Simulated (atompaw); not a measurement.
# A PAW (atompaw) potential for tellurium, from input to tests

Do these settings give a usable potential? It is generated, then checked for scattering, ghosts and hardness.

The numbers are computed with atompaw 4.2.0.5 (PBE, scalar-relativistic, spin-unpolarised reference atom).

## 1. The design

The settings as typed:

| Quantity | Value |
| --- | --- |
| element | tellurium (Te, Z = 52) |
| type | PAW |
| frozen core | [Kr] 4d10 |
| valence charge | 6 |
| reference configuration | 5s1 5p5 |
| partial waves | 5s (bound): rc 2.00 bohr; 5s channel at -0.45 Ry: rc 2.00 bohr; 5p (bound): rc 2.40 bohr; 5p channel at 0.1 Ry: rc 2.40 bohr; 5d channel at 0.2 Ry: rc 2.40 bohr |
| local potential | troulliermartins scheme with l = 3 at 1 Ry, radius 1.80 bohr |
| core correction | smooth core density matched at 2.35 bohr |
| augmentation charge | besselshape compensation charge, radius 2.05 bohr; PAW radius 2.40 bohr; waves and projectors: custom polynom2 7 10 vanderbiltortho |

The outer shells as boxes (Hund's rule for the drawing; the calculation is spin-unpolarised):

```
[Kr] core
4d [↑↓][↑↓][↑↓][↑↓][↑↓]
5s [↑ ]
5p [↑↓][↑↓][↑ ]
```

An earlier all-electron run gives the scale for the radii.

All-electron outer shells of the reference configuration (PBE, scalar-relativistic, ld1.x):

| shell | level (eV) | outermost node (bohr) | outermost maximum (bohr) |
| --- | --- | --- | --- |
| 4p | -115.81 | 0.38 | 0.74 |
| 4d | -43.00 | 0.36 | 0.81 |
| 5s | -15.86 | 0.91 | 1.77 |
| 5p | -6.50 | 1.00 | 2.14 |

## 2. Generating the potential

The input, Te.input:

```
Te 52
GGA-PBE scalarrelativistic loggrid 1500 logderivrange -3 5 201
5 5 4 0 0 0
5 0 1
5 1 5
0 0 0
c
c
c
c
v
c
c
c
v
c
c
2
2.40 2.05 1.80 2.35
y
-0.45
n
y
0.1
n
y
0.2
n
custom polynom2 7 10 vanderbiltortho besselshape
3 1 troulliermartins
2.00
2.00
2.40
2.40
2.40
PWSCFOUT
UPFDX 0.0125d0 UPFXMIN -7.d0 UPFZMESH 52.d0
END
```

On the command line:

```console
$ atompaw < Te.input > Te.log
```

What does the calculation give? Wanted: cutoffs for 10 and 1 mRy, occupied levels; bound ghosts; largest phase difference near zero energy, channels read; lowest eigenvalue of the overlap; share of valence orbitals outside the PAW sphere; UPF file.

As calculated:

| quantity | value |
| --- | --- |
| cutoffs for 10 and 1 mRy, occupied levels | 15 Ry and 45 Ry |
| bound ghosts | s at -419.88 eV, p at -23.85 eV, d at -7.12 eV |
| largest phase difference near zero energy, channels read | 3.096 rad |
| lowest eigenvalue of the overlap (Bessel basis) | 0.051 (s) |
| share of valence orbitals outside the PAW sphere | 5s 28 %, 5p 53 % |
| UPF file | written |

It has a bound ghost (s, p, d), a state that the atom doesn't have, and that rules the file out. The potential is soft on the atom: the looser tolerance needs 15 Ry. The tighter tolerance needs 45 Ry, and converged work needs a cutoff nearer that. Of the channels read, d scatters worst near zero energy, by up to 3.10 rad (at the energies tabulated). A step near π is an extra or missing state, not a misfit of shape. The pseudo curves have poles with no partner nearby in the atom's: p at -1.74 Ry, d at -0.50 Ry. These are tests on the free atom; a crystal test is still owed.
